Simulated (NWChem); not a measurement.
# triplet GaNH2ClF at 4 levels

Aim: a comparison of 4 runs (UHF/3-21G, UM06-2X/6-31G*, UPBE0/6-31G*, UMP2/6-31G*) of triplet GaNH2ClF. 

Program for the calculation: NWChem 7.3.0.

7 further runs of the same task are left out: 6 that didn't finish, 1 set aside as unsound or not needed. Runs told in other sessions of the task aren't counted.

## 1. The structure to begin with

GaNH2ClF: 6 atoms, total charge 0, spin state triplet. As SMILES of the parent species, `[NH2][Ga]([F])[Cl]`. Geometry: relaxed at PBE0-D4/def2-TZVP. That shape belongs to the parent species and isn't relaxed for this state.

Bond lengths: N1–Ga2 1.791 Å, Ga2–F3 1.743 Å, Ga2–Cl4 2.117 Å, N1–H5 1.005 Å, N1–H6 1.005 Å. Angles: N1–Ga2–F3 119.0°, N1–Ga2–Cl4 124.0°, F3–Ga2–Cl4 116.9°, Ga2–N1–H5 121.8°, Ga2–N1–H6 122.2°, H5–N1–H6 113.3°.

## 2. The energy at UHF/3-21G (run 1)

Contents of run.nw:

```
start run
title "ClFGaH2N"
memory 2200 mb
geometry units angstrom noautosym nocenter noautoz
 N     -0.193400     1.027000    -0.045900
 Ga     0.233000    -0.711000     0.012900
 F      1.569300    -1.221300     1.009300
 Cl    -0.740100    -2.208600    -1.123700
 H      0.201900     1.691500     0.596800
 H     -1.028600     1.358600    -0.495600
end
basis spherical bse
 * library 3-21G
end
scf
 triplet
 uhf
 thresh 1e-08
 maxiter 80
end
task scf energy
```

The run is started by

```bash
$ nwchem run.nw > run.out
```

What it wrote:

```text
[...]
  functions       =    57
[...]
  wavefunction    = UHF
[...]
         Total SCF energy =  -2525.341476042106
      One electron energy =  -4243.734818004436
      Two electron energy =   1355.932623056713
 Nuclear repulsion energy =    362.460718905617
                       Sz =      1.0000
                 Sz(Sz+1) =      2.0000
                      S^2 =      2.0100
[...]
```

Wall time 7.2 s (1 thread of Intel Xeon 6975P-C (Granite Rapids), shared host); peak memory 0.097 GiB.

## 3. A single-point energy at UM06-2X/6-31G(d) (spherical functions) (run 2)

Contents of work.nw:

```
START work
TITLE "ClFGaH2N energy"
memory stack 880 mb heap 220 mb global 1100 mb
charge 0

GEOMETRY units angstrom noautosym nocenter noautoz
  N    -0.193400    1.027000   -0.045900
  Ga    0.233000   -0.711000    0.012900
  F     1.569300   -1.221300    1.009300
  Cl   -0.740100   -2.208600   -1.123700
  H     0.201900    1.691500    0.596800
  H    -1.028600    1.358600   -0.495600
END

BASIS spherical bse
  N library 6-31G*
  Ga library 6-31G*
  F library 6-31G*
  Cl library 6-31G*
  H library 6-31G*
END

DFT
  xc m06-2x
  mult 3
  grid xfine
  convergence energy 1e-08
  iterations 100
  mulliken
  print low
END

TASK dft
```

The run is started by

```bash
$ nwchem work.nw > work.out
```

What it wrote:

```text
[...]
 d= 0,ls=0.0,diis     1  -2540.2585987734 -2.90D+03  1.30D-02  2.12D-01     4.5
[...]
 d= 0,ls=0.5,diis    51  -2540.3780735100 -7.86D-09  2.95D-06  6.64D-09   202.0
[...]
         Total DFT energy =    -2540.378073516075
      One electron energy =    -4256.661748659683
           Coulomb energy =     1475.327334279640
    Exchange-Corr. energy =     -121.504378041648
 Nuclear repulsion energy =      362.460718905617
[...]
      Total Density - Mulliken Population Analysis
     ---------------------------------------------
    Atom       Charge   Shell Charges
 -----------   ------   -------------------------------------------------------
    1 N    7     7.39   2.00  0.87  2.37  0.75  1.39  0.02
    2 Ga  31    30.78   2.00  2.00  6.00  2.00  6.00  0.91  0.95  0.52  0.15  6.88  2.93  0.44
    3 F    9     9.47   2.00  0.92  3.27  1.05  2.22  0.01
    4 Cl  17    17.13   2.00  2.00  5.98  1.39  3.61  0.50  1.65  0.01
    5 H    1     0.61   0.48  0.13
    6 H    1     0.61   0.48  0.13
[...]
      <S2> =      2.0054 (Exact =     2.0000)
[...]
```

It took 3.4 min on 1 thread of Intel Xeon 6975P-C (Granite Rapids), shared host; peak memory 0.12 GiB.

Run 3 isn't shown in full; the table further down has it.

## 4. A single-point energy at UMP2/6-31G(d) (spherical functions) (run 4)

Contents of run.py:

```python
from ase import Atoms
from ase.calculators.nwchem import NWChem

molecule = Atoms('NGaFClHH', positions=[
    [-0.193400, 1.027000, -0.045900],
    [0.233000, -0.711000, 0.012900],
    [1.569300, -1.221300, 1.009300],
    [-0.740100, -2.208600, -1.123700],
    [0.201900, 1.691500, 0.596800],
    [-1.028600, 1.358600, -0.495600],
])

calc = NWChem(
    label='clfgah2n',
    theory='mp2',
    memory='2200 mb',
    basis='6-31G*',
    basispar='spherical bse',
    scf={'nopen': '2', 'uhf': None, 'thresh': '1e-08', 'maxiter': '80'},
    mp2={'freeze': 'core 16', 'tight': None},
    task='energy',
)
molecule.calc = calc

print("Total energy (eV):", round(molecule.get_potential_energy(), 6))
```

The run is started by

```bash
$ export ASE_NWCHEM_COMMAND="nwchem PREFIX.nwi > PREFIX.nwo"
$ python run.py
```

What it wrote:

```text
Total energy (eV): -69065.492212
```

The calculator wrote clfgah2n.nwi:

```
title "clfgah2n"

permanent_dir clfgah2n

scratch_dir clfgah2n

start clfgah2n

geometry units angstrom nocenter noautosym noautoz
  N  -1.9339999999999999e-01 1.0269999999999999e+00 -4.5900000000000003e-02
  Ga 2.3300000000000001e-01 -7.1099999999999997e-01 1.2900000000000000e-02
  F  1.5692999999999999e+00 -1.2213000000000001e+00 1.0093000000000001e+00
  Cl -7.4009999999999998e-01 -2.2086000000000001e+00 -1.1236999999999999e+00
  H  2.0190000000000000e-01 1.6915000000000000e+00 5.9680000000000000e-01
  H  -1.0286000000000000e+00 1.3586000000000000e+00 -4.9559999999999998e-01
end

memory 2200 mb

basis spherical bse noprint
   * library 6-31G*
end

scf
  nopen 2
  uhf
  thresh 1e-08
  maxiter 80
end
mp2
  freeze core 16
  tight
end

task mp2 energy
```

clfgah2n.nwo:

```text
Northwest Computational Chemistry Package (NWChem) 7.3.0
             --------------------------------------------------------

           Job information
           ---------------

    nwchem branch   = 7.3.0
    use scalapack   = T
    input           = clfgah2n.nwi
    prefix          = clfgah2n.
    data base       = clfgah2n/clfgah2n.db
    status          = startup
    nproc           =        1

           Memory information
           ------------------

    heap     =     72089600 doubles =      550.0 Mbytes
    stack    =     72089597 doubles =      550.0 Mbytes
    global   =    144179200 doubles =     1100.0 Mbytes (distinct from heap & stack)
    total    =    288358397 doubles =     2200.0 Mbytes
    verify   = yes
    hardfail = no

[... 134 lines left out ...]
 Convergence threshold     :          1.000E-08
[... 19 lines left out ...]
       Final UHF  results
[... 3 lines left out ...]
      One electron energy =  -4256.977536268191
[... 1 line left out ...]
 Nuclear repulsion energy =    362.460718905616
[... 56 lines left out ...]
          Final beta eigenvalues
[... 258 lines left out ...]
                     UHF Final Beta Molecular Orbital Analysis
[... 328 lines left out ...]
          -------------------------------------------
          SCF energy               -2537.439369021297
          Correlation energy          -0.670676162528
          Singlet pairs                0.000000000000
          Triplet pairs                0.000000000000
          Total MP2 energy         -2538.110045183825
          -------------------------------------------

          ---------------------------------------------------
                    Spin Component Scaled (SCS) MP2
          Same spin pairs                     -0.200630031472
          Same spin scaling factor             0.333333333333
          Opposite spin pairs                 -0.470046131056
          Opposite spin scaling fact.          1.200000000000
          SCS-MP2 correlation energy          -0.630932034425
          Total SCS-MP2 energy             -2538.070301055722
          ---------------------------------------------------

 -----------------------
 Task  times  cpu:       59.9s     wall:       59.9s
 Total times  cpu:       59.9s     wall:       59.9s
```

It took 61 s on 1 thread of Intel Xeon 6975P-C (Granite Rapids), shared host; peak memory 0.2 GiB.

## 5. The series

| run | level | iteration cap | module | energy (Eh) | HOMO energy (eV) | ⟨S²⟩ | wall time |
| --- | --- | --- | --- | --- | --- | --- | --- |
| 1 | UHF/3-21G | 80 | scf | -2525.341476 | -4.73 | 2.010 | 7.2 s |
| 2 | UM06-2X/6-31G* (spherical functions) | 100 | dft | -2540.378074 | – | 2.005 | 3.4 min |
| 3 | UPBE0/6-31G* (spherical functions) | 100 | dft | -2539.910548 | -3.37 | 2.004 | 3.7 min |
| 4 | UMP2/6-31G* (spherical functions) | 80 | mp2 | -2538.110045 | -4.90 | 2.012 | 61 s |

## 6. Summary of results

| quantity | value |
| --- | --- |
| run 4: total energy | -2538.11005 Eh |
| run 4: HOMO energy (Hartree–Fock orbitals) (highest over α and β) | -4.90 eV |
| run 4: LUMO energy (Hartree–Fock orbitals) (lowest over α and β) | -1.12 eV |
| run 4: correlation energy (16 core orbitals frozen) | -670.7 mEh |
| run 4: ⟨S²⟩ of the reference determinant | 2.012 |

What this shows: Totals of different functionals can't be ranked against each other. All runs together took 8.2 min, the longest 3.7 min.
